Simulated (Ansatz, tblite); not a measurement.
# The cluster Pb₃SeBr₄: a ladder of methods and basis sets

An exercise on one series of results from a longer session: the logs are not shown, and one member is left open.

Program: Ansatz 0.2.0, Gaussian basis. Level of theory: as each input shows. These are calculated values, not measurements.

Plan: GFN1-xTB, GFN2-xTB, PBE-D4/def2-TZVP, r2SCAN-D4/def2-TZVP, BHLYP-D4/def2-TZVP, HF/def2-TZVP, PBE-D4/def2-SVP, PBE0-D4/def2-SVP, MP2/def2-SVP, RPA/def2-SVP.

6 further runs of the same task are left out: 4 that didn't finish, 2 set aside as unsound or not needed.

**The relaxed structure**

The geometry is that of the singlet, from an earlier relaxation (PBE-D4/def2-SVP). At that level it is the lowest of the isomers that a small search found.

8 atoms, charge 0, spin multiplicity 1.

Bond lengths: Pb1–Se4 2.811 Å, Pb1–Br6 2.826 Å, Pb1–Br8 2.826 Å, Pb2–Se4 2.849 Å, Pb2–Br5 2.982 Å, Pb2–Br7 2.889 Å, Pb2–Br8 3.131 Å, Pb3–Se4 2.849 Å, Pb3–Br5 2.982 Å, Pb3–Br6 3.131 Å, Pb3–Br7 2.889 Å. Angles: Se4–Pb1–Br6 88.9°, Se4–Pb1–Br8 88.9°, Br6–Pb1–Br8 108.9°, Se4–Pb2–Br5 77.8°, Se4–Pb2–Br7 93.4°, Se4–Pb2–Br8 82.4°, Br5–Pb2–Br7 80.4°, Br5–Pb2–Br8 150.9°, Br7–Pb2–Br8 79.6°, Se4–Pb3–Br5 77.8°, Se4–Pb3–Br6 82.4°, Se4–Pb3–Br7 93.4°, Br5–Pb3–Br6 150.9°, Br5–Pb3–Br7 80.4°, Br6–Pb3–Br7 79.6°, Pb1–Se4–Pb2 96.0°, Pb1–Se4–Pb3 96.0°, Pb2–Se4–Pb3 79.7° and more.

Pb takes a core potential in the def2 sets. No spin-orbit coupling is included.

PBE0-D4/def2-TZVP was run before; its log isn't repeated, and its numbers join the tables.

The first run:

Tight binding, by tblite at 300 K electronic temperature and without a spin-polarisation term:

```python
tblite.interface.Calculator('GFN1-xTB', numbers, positions, charge=0, uhf=0).singlepoint()
```

Tight binding, by tblite at 300 K electronic temperature and without a spin-polarisation term:

```python
tblite.interface.Calculator('GFN2-xTB', numbers, positions, charge=0, uhf=0).singlepoint()
```

start.molden holds the orbitals of an earlier run on this state, given as this run's starting guess.

in.yaml reads:

```yaml
crystal:
  periodic: [false, false, false]
  atoms:
    - {symbol: Pb, position_ang: [-1.966743, 0.615147, 1.789772]}
    - {symbol: Pb, position_ang: [1.692180, 1.294288, -0.168767]}
    - {symbol: Pb, position_ang: [-0.475896, -1.224654, -1.685446]}
    - {symbol: Se, position_ang: [-1.092235, 1.400138, -0.763924]}
    - {symbol: Br, position_ang: [1.625377, 0.418336, -3.018283]}
    - {symbol: Br, position_ang: [-2.094200, -2.051745, 0.864084]}
    - {symbol: Br, position_ang: [1.677106, -1.569818, 0.209767]}
    - {symbol: Br, position_ang: [0.634421, 1.118316, 2.772796]}
basis:
  gaussian: {orbitals: def2-TZVP, initial_orbitals: start.molden}
hamiltonian: {xc: pbe, dispersion: d4}
scf: {omitted_lower_state_checks: [starts]}
output: {orbitals: {seedname: orbitals}}
```

Launch:

```sh
$ ansatz run in.yaml --threads 6 --pin off --events-out ev --progress --plain --max-ram 7833MiB
```

Steps of the session up to this table: PBE-D4/def2-TZVP; r2SCAN-D4/def2-TZVP; BHLYP-D4/def2-TZVP; HF/def2-TZVP; PBE-D4/def2-SVP; PBE0-D4/def2-SVP; MP2/def2-SVP; RPA/def2-SVP.

One table of the session follows, with a row left open; its other results are not shown here.

It belongs to the step «Binding energy». 

| level | binding an atom (eV) |
| --- | --- |
| HF/def2-SVP | 1.642 |
| HF/def2-TZVP | 1.658 |
| PBE-D4/def2-SVP | 2.905 |
| PBE-D4/def2-TZVP | 2.898 |
| r2SCAN-D4/def2-TZVP | ? |
| PBE0-D4/def2-SVP | 2.770 |
| PBE0-D4/def2-TZVP | 2.776 |
| BHLYP-D4/def2-TZVP | 2.652 |
| RPA/def2-SVP | 2.069 |
| MP2/def2-SVP | 2.523 |

Estimate the missing values for r2SCAN-D4/def2-TZVP.

As computed: binding an atom (eV): 2.799. In the column «binding an atom (eV)» it lies between PBE0-D4/def2-TZVP (2.776) and PBE-D4/def2-TZVP (2.898).

To keep in mind: Free atoms were run apart at each level; binding is atoms less cluster, divided by the number of atoms, without zero-point or spin-orbit terms.
